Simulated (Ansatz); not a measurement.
# PdCl4: the cost of one run

Method: DFT PBE, scalar-relativistic, plane waves, PAW, unless a step names another level, in Ansatz 0.2.0.

17 further runs of the same task are left out: 17 set aside as unsound or not needed.

### Step 1. What the formula suggests

Pauling electronegativities: Pd 2.20, Cl 3.16 (spread 0.96). The formula balances with common oxidation states: Pd +4, Cl -1. Tabulated atomic sizes suggest about 25 Å³/atom. 25 candidates were drawn, by swapping species into database cells of other compounds, at random by space group and Wyckoff sites, or by hand, as the table says:

| name | made from | space group no. | Wyckoff sites | atoms (primitive cell) | V (Å³/atom) |
| --- | --- | --- | --- | --- | --- |
| c01 | random | 183 | Pd 1a; Cl 3c, 1a | 5 | 31.0 |
| c02 | random | 123 | Pd 1c; Cl 4l | 5 | 31.1 |
| c03 | random | 189 | Pd 2d; Cl 6i, 1b, 1a | 10 | 25.8 |
| c04 | random | 99 | Pd 2c; Cl 4f, 4e | 10 | 24.9 |
| c05 | random | 6 | Pd 1a; Cl 1b, 1a, 1a, 1a | 5 | 26.5 |
| c06 | random | 99 | Pd 1b; Cl 4d | 5 | 30.4 |
| c07 | database cell of Co4H | 164 | Pd 1a; Cl 2d, 2d | 5 | 23.2 |
| c08 | database cell of FeB4 | 58 | Pd 2a; Cl 4g, 4g | 10 | 22.4 |
| c09 | random | 65 | Pd 2c; Cl 4h, 4f | 5 | 24.8 |
| c10 | database cell of Zr4Pd | 139 | Pd 2a; Cl 4e, 4e | 5 | 33.8 |
| c11 | database cell of OsCl4 | 65 | Pd 2a; Cl 4j, 4g | 5 | 23.5 |
| c12 | random | 71 | Pd 2a; Cl 8l | 5 | 26.3 |
| c13 | database cell of GeF4 | 217 | Pd 2a; Cl 8c | 5 | 29.6 |
| c14 | random | 224 | Pd 2a; Cl 8e | 10 | 25.2 |
| c15 | database cell of SnI4 | 215 | Pd 1a; Cl 4e | 5 | 28.3 |
| c16 | database cell of FeCl4 | 65 | Pd 2c; Cl 4j, 4g | 5 | 25.4 |
| c17 | random | 141 | Pd 4b; Cl 16h | 10 | 31.1 |
| c18 | random | 191 | Pd 1b; Cl 3f, 1a | 5 | 27.9 |
| c19 | database cell of ScAg4 | 87 | Pd 2a; Cl 8h | 5 | 23.1 |
| c20 | random | 166 | Pd 6c; Cl 18g, 3a, 3b | 10 | 25.1 |
| c21 | random | 189 | Pd 1a; Cl 3g, 1b | 5 | 30.4 |
| c22 | random | 139 | Pd 2b; Cl 8f | 5 | 27.5 |
| c23 | database cell of OsO4 | 5 | Pd 2a; Cl 4c, 4c | 5 | 34.6 |
| c24 | random | 65 | Pd 4f; Cl 16r | 10 | 30.9 |
| c25 | random | 156 | Pd 1b; Cl 1c, 1a, 1b, 1c | 5 | 24.9 |

### Step 2. Screening run of c06

input.yaml

```yaml
crystal:
  lattice:
    - [4.92308985, 0.0, 0.0]
    - [0.0, 4.92308985, 0.0]
    - [0.0, 0.0, 6.28041709]
  atoms:
    - { symbol: Pd, position: [0.5, 0.5, 0.94293709] }
    - { symbol: Cl, position: [0.77223038, 0.77223038, 0.15690712] }
    - { symbol: Cl, position: [0.22776962, 0.22776962, 0.15690712] }
    - { symbol: Cl, position: [0.22776962, 0.77223038, 0.15690712] }
    - { symbol: Cl, position: [0.77223038, 0.22776962, 0.15690712] }
basis:
  ecutwfc: 420
kpoints:
  mp_grid: { grid: [3, 3, 2] }
hamiltonian:
  xc: pbe
scf:
  occupations: { method: gaussian, width: 0.15 }
  lower_state_search: "off"
output:
  forces: true
  stress: true
  eigenvalues: true
relax:
  adjacent_minimum: "off"
  f_tol: 0.08
  max_steps: 16
  cell: { stress_tol: 0.8 }
```

The run is started by

```
$ ansatz run input.yaml --threads 1 --pin off --max-ram 2560MiB --backend cpu --events-out ev --progress --plain --runs-dir out
```

What time and memory should one allow on 1 thread of Arm Neoverse V2, shared host?

About 49 s, with a peak of 0.36 GiB.
